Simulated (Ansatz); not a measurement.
# Cu₂: geometry and frequencies at several levels, part 2 of 2

Aim: geometry and frequencies at several levels, for Cu₂, with the cost of each level.

Ansatz 0.2.0, Gaussian bases.

**8. Frequencies, r2SCAN-D4/def2-TZVPP**

Input file input.yaml:

```yaml
crystal:
  periodic: [false, false, false]
  atoms:
    - { symbol: Cu, position_ang: [0.0, 0.0, 0.00036567] }
    - { symbol: Cu, position_ang: [0.0, 0.0, 2.22520433] }
basis:
  gaussian: { orbitals: def2-TZVPP }
hamiltonian:
  xc: r2scan
  dispersion: d4
phonons: {}
```

On the command line:

```console
$ ansatz run input.yaml --threads 2 --pin off --max-ram 5120MiB --backend cpu --events-out ev --progress --plain --runs-dir out
```

The program printed, shortened:

```text
Warning: RAYON_NUM_THREADS=2 ignored (pool sized by the plan → 2); use --threads N
[...]
Functional definition: r2SCAN
[...]
1010 factors; their error is unknown
[...]
mean field -89280.86178220 eV, -3281.0111537542 hartree, gradient 8.1e-6 eV, S^2 0.000000; 0 other end points of the search recorded, 0 dependent functions left out
[...]
reference -89280.86179478 eV, -3281.0111542164 hartree; 29, 29 occupied and 99, 99 virtual orbitals, 1010 factors
[...]
1010 factors; their error is unknown
mean field -89280.86178220 eV, -3281.0111537543 hartree, gradient 6.3e-7 eV, S^2 0.000000; 0 other end points of the search recorded, 0 dependent functions left out
[...]
reference -89280.86179478 eV, -3281.0111542164 hartree; 29, 29 occupied and 99, 99 virtual orbitals, 1010 factors
[...]
1010 factors; their error is unknown
[...]
1010 factors; their error is unknown
mean field -89280.86175286 eV, -3281.0111526760 hartree, gradient 1.3e-6 eV, S^2 0.000000; 0 other end points of the search recorded, 0 dependent functions left out
[...]
reference -89280.86176544 eV, -3281.0111531381 hartree; 29, 29 occupied and 99, 99 virtual orbitals, 1010 factors
[...]
1010 factors; their error is unknown
mean field -89280.86175996 eV, -3281.0111529370 hartree, gradient 1.5e-6 eV, S^2 0.000000; 0 other end points of the search recorded, 0 dependent functions left out
[...]
reference -89280.86177254 eV, -3281.0111533992 hartree; 29, 29 occupied and 99, 99 virtual orbitals, 1010 factors
Total energy: -89280.86701074 eV, -3281.0113458994 hartree
Atom 0 at     0.000000     0.000000     0.000366 Å, force    -0.000000    -0.000000    -0.001363 eV/Å
Atom 1 at     0.000000     0.000000     2.225204 Å, force     0.000000    -0.000000     0.001363 eV/Å
Dipole moment:    -0.000000    -0.000000    -0.000000 e Å
Vibrations: 266.49 cm⁻¹, zero-point energy 0.016520 eV
```

Run time: 23 s. Hardware: 2 threads of Intel Xeon at 2.50GHz (Skylake/Cascade Lake), shared host; peak memory 0.2 GiB.

Harmonic frequencies (cm⁻¹; negative: imaginary): 266.

**9. Relaxation, B3LYP-D4/def2-TZVPP**

Input file input.yaml:

```yaml
crystal:
  periodic: [false, false, false]
  atoms:
    - { symbol: Cu, position_ang: [0.0, 0.0, -0.02851201] }
    - { symbol: Cu, position_ang: [0.0, 0.0, 2.25408201] }
basis:
  gaussian: { orbitals: def2-TZVPP }
hamiltonian:
  xc: { name: B3LYP }
  dispersion: d4
relax:
  f_tol: 0.002
  max_steps: 150
```

On the command line:

```console
$ ansatz run input.yaml --threads 2 --pin off --max-ram 5120MiB --backend cpu --events-out ev --progress --plain --runs-dir out
```

The program printed, shortened:

```text
Warning: RAYON_NUM_THREADS=2 ignored (pool sized by the plan → 2); use --threads N
[...]
Functional definition: B3LYP
[...]
1146 factors; their error is unknown
[...]
mean field -89284.68656078 eV, -3281.1517117744 hartree, gradient 6.7e-5 eV, S^2 0.000000; 0 other end points of the search recorded, 0 dependent functions left out
[...]
reference -89284.68674895 eV, -3281.1517186897 hartree; 29, 29 occupied and 99, 99 virtual orbitals, 1146 factors
relax step   1: F+E_penalty+E_count = -89284.73762856 eV  Δ(F+E_penalty+E_count) = +0.000e0 eV  max|allowed force component| = 4.084e-2 eV/Å  Δτ_max = 0.0000 Å  (30 SCF iters, accepted)
[...]
relax step   2: F+E_penalty+E_count = -89284.73771778 eV  Δ(F+E_penalty+E_count) = -8.921e-5 eV  max|allowed force component| = 2.059e-2 eV/Å  Δτ_max = 0.0015 Å  (33 SCF iters, accepted)
[...]
relax step   3: F+E_penalty+E_count = -89284.73774851 eV  Δ(F+E_penalty+E_count) = -3.074e-5 eV  max|allowed force component| = 1.603e-4 eV/Å  Δτ_max = 0.0015 Å  (34 SCF iters, accepted)
1146 factors; their error is unknown
mean field -89284.68668330 eV, -3281.1517162771 hartree, gradient 1.6e-5 eV, S^2 0.000000; 1 other end points of the search recorded, 0 dependent functions left out
[...]
reference -89284.68687153 eV, -3281.1517231944 hartree; 29, 29 occupied and 99, 99 virtual orbitals, 1146 factors
Total energy: -89284.73793674 eV, -3281.1535998063 hartree
Atom 0 at     0.000000     0.000000    -0.031450 Å, force    -0.000000     0.000000    -0.000160 eV/Å
Atom 1 at    -0.000000    -0.000000     2.257020 Å, force    -0.000000    -0.000000     0.000160 eV/Å
Dipole moment:    -0.000000    -0.000000     0.000000 e Å
```

Run time: 21 s. Hardware: 2 threads of Intel Xeon at 2.50GHz (Skylake/Cascade Lake), shared host; peak memory 0.34 GiB.

Step by step:

| step | energy from step 1 (eV) | largest force component (eV/Å) |
| --- | --- | --- |
| 1 | 0.0000 | 0.0408 |
| 2 | -0.0001 | 0.0206 |
| 3 | -0.0001 | 0.0002 |

Step 1 is the start.

Before: Bond lengths: Cu1–Cu2 2.283 Å.

After: Bond lengths: Cu1–Cu2 2.288 Å.

**10. Frequencies, B3LYP-D4/def2-TZVPP**

Input file input.yaml:

```yaml
crystal:
  periodic: [false, false, false]
  atoms:
    - { symbol: Cu, position_ang: [0.0, 0.0, -0.03145007] }
    - { symbol: Cu, position_ang: [0.0, 0.0, 2.25702007] }
basis:
  gaussian: { orbitals: def2-TZVPP }
hamiltonian:
  xc: { name: B3LYP }
  dispersion: d4
phonons: {}
```

On the command line:

```console
$ ansatz run input.yaml --threads 2 --pin off --max-ram 5120MiB --backend cpu --events-out ev --progress --plain --runs-dir out
```

The program printed, shortened:

```text
Warning: RAYON_NUM_THREADS=2 ignored (pool sized by the plan → 2); use --threads N
[...]
Functional definition: B3LYP
[...]
1146 factors; their error is unknown
[...]
mean field -89284.68668330 eV, -3281.1517162771 hartree, gradient 1.7e-5 eV, S^2 0.000000; 0 other end points of the search recorded, 0 dependent functions left out
[...]
reference -89284.68687153 eV, -3281.1517231944 hartree; 29, 29 occupied and 99, 99 virtual orbitals, 1146 factors
[...]
1146 factors; their error is unknown
mean field -89284.68668330 eV, -3281.1517162772 hartree, gradient 5.0e-7 eV, S^2 0.000000; 0 other end points of the search recorded, 0 dependent functions left out
[...]
reference -89284.68687153 eV, -3281.1517231944 hartree; 29, 29 occupied and 99, 99 virtual orbitals, 1146 factors
[...]
1146 factors; their error is unknown
[...]
1146 factors; their error is unknown
mean field -89284.68666040 eV, -3281.1517154356 hartree, gradient 1.5e-6 eV, S^2 0.000000; 0 other end points of the search recorded, 0 dependent functions left out
[...]
reference -89284.68684861 eV, -3281.1517223520 hartree; 29, 29 occupied and 99, 99 virtual orbitals, 1146 factors
[...]
1146 factors; their error is unknown
mean field -89284.68666343 eV, -3281.1517155468 hartree, gradient 1.6e-6 eV, S^2 0.000000; 0 other end points of the search recorded, 0 dependent functions left out
[...]
reference -89284.68685168 eV, -3281.1517224649 hartree; 29, 29 occupied and 99, 99 virtual orbitals, 1146 factors
Total energy: -89284.73793674 eV, -3281.1535998063 hartree
Atom 0 at     0.000000     0.000000    -0.031450 Å, force     0.000000    -0.000000    -0.000160 eV/Å
Atom 1 at     0.000000     0.000000     2.257020 Å, force    -0.000000    -0.000000     0.000160 eV/Å
Dipole moment:    -0.000000     0.000000    -0.000000 e Å
Vibrations: 242.08 cm⁻¹, zero-point energy 0.015007 eV
```

Run time: 26 s. Hardware: 2 threads of Intel Xeon at 2.50GHz (Skylake/Cascade Lake), shared host; peak memory 0.34 GiB.

Harmonic frequencies (cm⁻¹; negative: imaginary): 242.

**11. Relaxation, B2PLYP/def2-TZVPP**

Input file input.yaml:

```yaml
crystal:
  periodic: [false, false, false]
  atoms:
    - { symbol: Cu, position_ang: [0.0, 0.0, -0.02851201] }
    - { symbol: Cu, position_ang: [0.0, 0.0, 2.25408201] }
basis:
  gaussian: { orbitals: def2-TZVPP }
hamiltonian:
  xc: { name: B2PLYP }
correlation:
  frozen_orbitals: { Cu: 9 }
relax:
  f_tol: 0.002
  max_steps: 150
```

On the command line:

```console
$ ansatz run input.yaml --threads 2 --pin off --max-ram 5120MiB --backend cpu --events-out ev --progress --plain --runs-dir out
```

The program printed, shortened:

```text
Warning: RAYON_NUM_THREADS=2 ignored (pool sized by the plan → 2); use --threads N
[...]
Functional definition: B2PLYP
[...]
1032 factors; integrals over basis functions are off by at most 3.4e-4 eV
[...]
mean field -89257.61029266 eV, -3280.1566772742 hartree, gradient 3.0e-6 eV, S^2 0.000000; 0 other end points of the search recorded, 0 dependent functions left out
18 core orbitals not correlated: weight in the atoms' cores, before any rotation towards them, 1.000 or more for the frozen orbitals, at most 0.000 for the correlated occupied ones
reference -89257.61040728 eV, -3280.1566814861 hartree; 11, 11 occupied and 99, 99 virtual orbitals, 1032 factors
second order -33.44746678 eV of doubles, -0.00000000 eV of singles
[...]
relax step   1: F+E_penalty+E_count = -89266.64110870 eV  Δ(F+E_penalty+E_count) = +0.000e0 eV  max|allowed force component| = 5.410e-2 eV/Å  Δτ_max = 0.0000 Å  (75 SCF iters, accepted)
[...]
relax step   3: F+E_penalty+E_count = -89266.64131435 eV  Δ(F+E_penalty+E_count) = -4.994e-5 eV  max|allowed force component| = 2.562e-4 eV/Å  Δτ_max = 0.0019 Å  (42 SCF iters, accepted)
1032 factors; integrals over basis functions are off by at most 3.4e-4 eV
[...]
mean field -89257.60736908 eV, -3280.1565698343 hartree, gradient 4.7e-6 eV, S^2 0.000000; 1 other end points of the search recorded, 0 dependent functions left out
18 core orbitals not correlated: weight in the atoms' cores, before any rotation towards them, 1.000 or more for the frozen orbitals, at most 0.000 for the correlated occupied ones
reference -89257.60748364 eV, -3280.1565740445 hartree; 11, 11 occupied and 99, 99 virtual orbitals, 1032 factors
second order -33.45905658 eV of doubles, -0.00000000 eV of singles
[...]
Total energy: -89266.64142892 eV, -3280.4885654100 hartree
Atom 0 at    -0.000000     0.000000    -0.024714 Å, force     0.000000     0.000000    -0.000256 eV/Å
Atom 1 at     0.000000    -0.000000     2.250284 Å, force     0.000000     0.000000     0.000256 eV/Å
Dipole moment:     0.000000     0.000000    -0.000000 e Å
```

It took 56 s on 2 threads of Intel Xeon at 2.50GHz (Skylake/Cascade Lake), shared host; peak memory 0.36 GiB.

Step by step:

| step | E - E(step 1) (eV) | largest force component (eV/Å) |
| --- | --- | --- |
| 1 | 0.0000 | 0.0541 |
| 2 | -0.0002 | 0.0268 |
| 3 | -0.0002 | 0.0003 |

Step 1 is the start.

Before: Bond lengths: Cu1–Cu2 2.283 Å.

After: Bond lengths: Cu1–Cu2 2.275 Å.

**12. The levels compared**

```
               level  Cu1–Cu2 (Å)  rotational constants (MHz)  dipole (D)  highest frequency (cm⁻¹)  CPU time
  PBE0-D4/def2-TZVPP       2.2826                      3082.7        0.00                       244      60 s
   PBE-D4/def2-TZVPP       2.2629                      3136.7        0.00                       254      21 s
r2SCAN-D4/def2-TZVPP       2.2248                      3244.9        0.00                       266      51 s
 B3LYP-D4/def2-TZVPP       2.2885                      3066.9        0.00                       242      39 s
   B2PLYP/def2-TZVPP       2.2750                      3103.3        0.00                         -   1.8 min
```

Constants are for the commonest isotopes at the equilibrium geometry; times are CPU times of the relaxations.

**13. Results**

What follows sums up all 2 parts.

| quantity | value |
| --- | --- |
| Cu1–Cu2 at B2PLYP/def2-TZVPP | 2.275 Å |
| frequencies at B3LYP-D4/def2-TZVPP | 242 cm⁻¹ |

In words: The Cu1–Cu2 distance spreads over 0.064 Å, from r2SCAN-D4/def2-TZVPP (shortest) to B3LYP-D4/def2-TZVPP. No mode is imaginary, so the geometry is a minimum.
